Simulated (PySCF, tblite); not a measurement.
# thiophene-2-boronic acid (C₄H₅BO₂S): dynamics, then NMR shifts on frames, part 2 of 2

tblite 0.8.0 and PySCF 2.14.0. Atoms count from 0. The steps go on from the part before.

## (5) NMR shieldings: 625 fs, PBE0/pcSseg-1

Job settings and geometry (Å):

```
{"job": {"kind": "nmr", "xc": "PBE0", "basis": "pcSseg-1", "pop": false}, "charge": 0, "multiplicity": 1}
O     -3.587900    -1.018100     0.787100
B     -2.425700    -0.444300     1.159200
O     -2.534500     0.183200     2.410700
C     -1.147400    -0.583600     0.352100
C      0.144300    -0.167900     0.792300
C      1.056700    -0.344300    -0.176300
C      0.528000    -1.013100    -1.301000
S     -1.067500    -1.347500    -1.171500
H     -3.920600    -1.170100    -0.160800
H     -3.314500    -0.059500     2.857000
H      0.101600     0.558800     1.566300
H      2.100700    -0.195600    -0.014300
H      1.106500    -1.121100    -2.253600
```

Level: GIAO PBE0/pcSseg-1 NMR shielding, non-relativistic, gas phase.

The program printed:

```text
coarse grid: 12328 points
cycle   1  E = -728.2054709616  dE =  1.609e+00  |g| = 9.111e-01  |ddm| = 3.564e+00
cycle   2  E = -728.0231246338  dE =  1.823e-01  |g| = 1.324e+00  |ddm| = 1.686e+00
cycle   3  E = -728.3620372205  dE = -3.389e-01  |g| = 1.104e-01  |ddm| = 1.135e+00
cycle   4  E = -728.3640830602  dE = -2.046e-03  |g| = 7.307e-02  |ddm| = 1.775e-01
cycle   5  E = -728.3654059913  dE = -1.323e-03  |g| = 1.625e-02  |ddm| = 7.429e-02
cycle   6  E = -728.3654622564  dE = -5.627e-05  |g| = 6.750e-03  |ddm| = 2.190e-02
cycle   7  E = -728.3654733622  dE = -1.111e-05  |g| = 1.943e-03  |ddm| = 7.512e-03
cycle   8  E = -728.3654742535  dE = -8.913e-07  |g| = 5.404e-04  |ddm| = 2.090e-03
final grid: 117064 points
cycle   9  E = -728.4323401594  dE = -2.451e-05  |g| = 1.109e-02  |ddm| = 3.063e-02
cycle  10  E = -728.4322967349  dE =  4.342e-05  |g| = 1.720e-02  |ddm| = 2.609e-02
cycle  11  E = -728.4323678997  dE = -7.116e-05  |g| = 1.327e-03  |ddm| = 1.772e-02
cycle  12  E = -728.4323683755  dE = -4.758e-07  |g| = 4.293e-04  |ddm| = 1.814e-03
cycle  13  E = -728.4323684167  dE = -4.117e-08  |g| = 5.620e-05  |ddm| = 3.409e-04
cycle  14  E = -728.4323684170  dE = -3.063e-10  |g| = 4.057e-05  |ddm| = 7.779e-05
cycle  15  E = -728.4323684174  dE = -4.106e-10  |g| = 1.144e-05  |ddm| = 4.594e-05
converged SCF energy = -728.4323684174

GIAO shielding tensors (ppm)
atom      isotropic    diamagn.    paramagn.     s11        s22        s33       span
  0 O      214.526     383.030    -168.503    137.799    250.747    255.033    117.234
  1 B       75.510     189.947    -114.437     63.166     73.043     90.320     27.154
  2 O      230.081     386.154    -156.073    136.445    266.683    287.116    150.671
  3 C       33.240     264.840    -231.600    -38.170     13.439    124.450    162.620
  4 C       39.428     253.714    -214.287    -64.489     20.385    162.386    226.875
  5 C       51.587     253.684    -202.098    -30.875     31.015    154.620    185.495
  6 C       47.970     261.448    -213.477    -36.738     40.615    140.034    176.772
  7 S      282.632    1059.458    -776.825     98.772    209.259    539.865    441.093
  8 H       25.627      28.193      -2.565     18.653     23.493     34.736     16.084
  9 H       28.635      29.801      -1.166     22.342     24.977     38.585     16.243
 10 H       23.375      32.559      -9.184     20.157     21.786     28.182      8.025
 11 H       24.385      31.590      -7.205     21.137     25.078     26.940      5.804
 12 H       23.658      29.577      -5.919     19.877     24.149     26.948      7.071
```

It took 20 s on 1 thread of Arm Neoverse V1, shared host; peak memory 0.76 GiB.

Key values: δ C3 153.7, C4 147.5, C6 139.0, C5 135.3, H10 8.34, H12 8.06 ppm.

## (6) Nuclear shieldings: 800 fs, PBE0/pcSseg-1

Job settings and geometry (Å):

```
{"job": {"kind": "nmr", "xc": "PBE0", "basis": "pcSseg-1", "pop": false}, "charge": 0, "multiplicity": 1}
O     -3.363800    -1.508000     1.364800
B     -2.290300    -0.547200     1.536700
O     -2.159700     0.385900     2.434200
C     -1.296700    -0.408600     0.363900
C     -0.273200     0.437900     0.203200
C      0.459400     0.233200    -1.012100
C     -0.184600    -0.591100    -1.841000
S     -1.433600    -1.429000    -1.109400
H     -3.214500    -2.108800     0.638300
H     -2.764300     0.410100     3.225600
H      0.172400     0.837100     1.096500
H      1.339000     0.829000    -1.250700
H      0.301300    -0.824000    -2.799800
```

Method: GIAO PBE0/pcSseg-1 NMR shielding, non-relativistic, gas phase.

The program printed:

```text
coarse grid: 12328 points
cycle   1  E = -728.2226459172  dE =  1.531e+00  |g| = 8.816e-01  |ddm| = 3.549e+00
cycle   2  E = -728.0754698577  dE =  1.472e-01  |g| = 1.249e+00  |ddm| = 1.539e+00
cycle   3  E = -728.3674897893  dE = -2.920e-01  |g| = 9.343e-02  |ddm| = 1.009e+00
cycle   4  E = -728.3690822657  dE = -1.592e-03  |g| = 5.483e-02  |ddm| = 1.599e-01
cycle   5  E = -728.3698310294  dE = -7.488e-04  |g| = 1.482e-02  |ddm| = 6.317e-02
cycle   6  E = -728.3698809157  dE = -4.989e-05  |g| = 3.946e-03  |ddm| = 1.669e-02
cycle   7  E = -728.3698844098  dE = -3.494e-06  |g| = 1.480e-03  |ddm| = 5.574e-03
final grid: 117064 points
cycle   8  E = -728.4377346429  dE = -2.388e-05  |g| = 1.209e-02  |ddm| = 2.856e-02
cycle   9  E = -728.4376852138  dE =  4.943e-05  |g| = 1.872e-02  |ddm| = 2.787e-02
cycle  10  E = -728.4377668124  dE = -8.160e-05  |g| = 1.612e-03  |ddm| = 1.904e-02
cycle  11  E = -728.4377674722  dE = -6.598e-07  |g| = 4.250e-04  |ddm| = 1.943e-03
cycle  12  E = -728.4377675144  dE = -4.221e-08  |g| = 7.553e-05  |ddm| = 4.380e-04
cycle  13  E = -728.4377675151  dE = -6.953e-10  |g| = 5.593e-05  |ddm| = 1.307e-04
cycle  14  E = -728.4377675158  dE = -7.803e-10  |g| = 1.000e-05  |ddm| = 5.562e-05
converged SCF energy = -728.4377675158

GIAO shielding tensors (ppm)
atom      isotropic    diamagn.    paramagn.     s11        s22        s33       span
  0 O      210.765     385.515    -174.750    100.592    247.960    283.741    183.149
  1 B       75.787     199.343    -123.556     58.884     77.958     90.520     31.637
  2 O      225.206     386.620    -161.414    140.834    244.112    290.673    149.839
  3 C       28.892     266.564    -237.672    -42.292     12.371    116.597    158.890
  4 C       46.296     253.312    -207.016    -47.457     29.810    156.535    203.992
  5 C       47.549     256.145    -208.596    -35.670     43.331    134.986    170.656
  6 C       54.830     261.545    -206.716    -41.056     52.784    152.760    193.816
  7 S      262.602    1059.286    -796.683     94.783    308.968    384.056    289.273
  8 H       27.380      32.919      -5.539     19.567     27.831     34.743     15.176
  9 H       26.044      24.844       1.199     19.704     21.383     37.044     17.340
 10 H       23.980      32.735      -8.755     20.666     23.553     27.720      7.054
 11 H       24.281      31.984      -7.703     20.933     24.955     26.954      6.021
 12 H       24.133      30.077      -5.944     20.730     24.775     26.893      6.163
```

Run time: 19 s. Hardware: 1 thread of Arm Neoverse V1, shared host; peak memory 0.77 GiB.

This run: δ C3 158.0, C4 140.6, C5 139.4, C6 132.1, H10 7.74, H12 7.58 ppm.

## (7) Nuclear shieldings: 1000 fs, PBE0/pcSseg-1

Job settings and geometry (Å):

```
{"job": {"kind": "nmr", "xc": "PBE0", "basis": "pcSseg-1", "pop": false}, "charge": 0, "multiplicity": 1}
O     -3.713300    -1.454300     1.806000
B     -2.375100    -0.974000     1.819100
O     -1.767800    -0.407300     3.001000
C     -1.441800    -0.974900     0.565600
C     -0.814500     0.228600     0.432300
C     -0.165100     0.336500    -0.809300
C     -0.223500    -0.871400    -1.473800
S     -1.328600    -1.934700    -0.855100
H     -3.988900    -1.960700     1.053400
H     -2.375700    -0.294200     3.668600
H     -0.599000     0.753100     1.346700
H      0.610500     1.117600    -0.923400
H     -0.058000    -0.985000    -2.565500
```

Method: GIAO PBE0/pcSseg-1 NMR shielding, non-relativistic, gas phase.

The program printed:

```text
coarse grid: 12328 points
cycle   1  E = -728.2065840332  dE =  1.506e+00  |g| = 8.924e-01  |ddm| = 3.547e+00
cycle   2  E = -728.0405611486  dE =  1.660e-01  |g| = 1.290e+00  |ddm| = 1.570e+00
cycle   3  E = -728.3540411762  dE = -3.135e-01  |g| = 9.716e-02  |ddm| = 1.028e+00
cycle   4  E = -728.3556406645  dE = -1.599e-03  |g| = 6.123e-02  |ddm| = 1.628e-01
cycle   5  E = -728.3565761521  dE = -9.355e-04  |g| = 1.378e-02  |ddm| = 6.649e-02
cycle   6  E = -728.3566179012  dE = -4.175e-05  |g| = 4.324e-03  |ddm| = 1.632e-02
cycle   7  E = -728.3566224776  dE = -4.576e-06  |g| = 1.361e-03  |ddm| = 6.283e-03
final grid: 117064 points
cycle   8  E = -728.4231091286  dE = -1.896e-05  |g| = 1.135e-02  |ddm| = 3.109e-02
cycle   9  E = -728.4230588115  dE =  5.032e-05  |g| = 1.804e-02  |ddm| = 2.844e-02
cycle  10  E = -728.4231386646  dE = -7.985e-05  |g| = 1.583e-03  |ddm| = 1.943e-02
cycle  11  E = -728.4231393240  dE = -6.594e-07  |g| = 4.057e-04  |ddm| = 1.887e-03
cycle  12  E = -728.4231393624  dE = -3.838e-08  |g| = 7.278e-05  |ddm| = 3.956e-04
cycle  13  E = -728.4231393630  dE = -6.091e-10  |g| = 4.991e-05  |ddm| = 1.074e-04
cycle  14  E = -728.4231393636  dE = -6.276e-10  |g| = 1.024e-05  |ddm| = 5.225e-05
converged SCF energy = -728.4231393636

GIAO shielding tensors (ppm)
atom      isotropic    diamagn.    paramagn.     s11        s22        s33       span
  0 O      204.838     380.621    -175.783     89.537    240.792    284.186    194.649
  1 B       68.346     194.979    -126.633     54.014     61.715     89.308     35.294
  2 O      234.736     386.640    -151.905    129.414    284.365    290.428    161.014
  3 C       34.566     266.957    -232.391    -42.006      4.498    141.206    183.212
  4 C       33.870     260.794    -226.924    -67.746     23.156    146.199    213.945
  5 C       49.691     255.647    -205.956    -29.808     30.221    148.659    178.467
  6 C       54.296     255.643    -201.347    -32.026     43.616    151.299    183.325
  7 S      292.522    1059.014    -766.491    114.099    276.003    487.465    373.366
  8 H       27.531      31.696      -4.165     20.679     26.061     35.853     15.173
  9 H       29.314      29.099       0.215     22.691     24.369     40.881     18.190
 10 H       22.985      34.095     -11.110     18.957     22.039     27.960      9.003
 11 H       23.807      31.215      -7.408     20.561     24.874     25.986      5.425
 12 H       24.382      29.214      -4.832     20.411     24.393     28.341      7.929
```

It took 23 s on 1 thread of Arm Neoverse V1, shared host; peak memory 0.77 GiB.

Key values: δ C4 153.1, C3 152.4, C5 137.2, C6 132.6, H10 8.73, H11 7.91 ppm.

## (8) Comparing the runs: NMR shifts

Shifts (ppm) of some atoms, chosen among heavy atoms and hydrogens apart, with basis size and wall time:

| frame | C3 | C6 | H9 | H8 | O2 | O0 | S7 | functions | time |
| --- | --- | --- | --- | --- | --- | --- | --- | --- | --- |
| 250 fs | 156.0 | 144.0 | 5.20 | 3.50 | 132.2 | 101.2 | 255 | 168 | 22 s |
| 425 fs | 139.9 | 153.0 | 3.65 | 3.26 | 115.2 | 95.5 | 235 | 168 | 19 s |
| 625 fs | 153.7 | 139.0 | 3.08 | 6.09 | 106.0 | 121.6 | 221 | 168 | 20 s |
| 800 fs | 158.0 | 132.1 | 5.67 | 4.34 | 110.9 | 125.3 | 241 | 168 | 19 s |
| 1000 fs | 152.4 | 132.6 | 2.40 | 4.19 | 101.3 | 131.2 | 211 | 168 | 23 s |

## (9) Summary of results

This closing draws on all 2 parts.

| quantity | value |
| --- | --- |
| thermostat | 600 K |
| mean temperature, second half | 533 K |
| mean potential energy above the minimum | 0.79 eV |
| ¹³C shifts against TMS (PBE0/pcSseg-1, 250 fs) | 156.0, 148.0, 144.0, 134.2 ppm |
| ¹H shifts against TMS (PBE0/pcSseg-1, 250 fs) | 8.96, 8.06, 6.80, 5.20, 3.50 ppm |
| ¹⁷O shifts against H2O (PBE0/pcSseg-1, 250 fs) | 132.2, 101.2 ppm |
| ¹¹B shifts against BF3·OEt2 (PBE0/pcSseg-1, 250 fs) | 23.4 ppm |
| ³³S shifts against CS2 (PBE0/pcSseg-1, 250 fs) | 255 ppm |
| range of the shift of S7 | 211 to 255 ppm |

In the second half the potential energy averages 0.79 eV above the minimum; equipartition over 33 harmonic modes at 600 K would give 0.85 eV. With 13 atoms the temperature swings widely (340 to 840 K). Shifts at one fixed geometry are not the observed spectrum, which averages over the motion. In the first frame run (250 fs): The largest span, 474 ppm, is at S7, where the paramagnetic term is -811 ppm. NICS(1)zz of -28 ppm above the planar ring from C3 marks a diatropic (aromatic) ring current. In ppm, S7 moves most: its shift spreads over 44 ppm, from 211 (1000 fs) to 255 (250 fs).
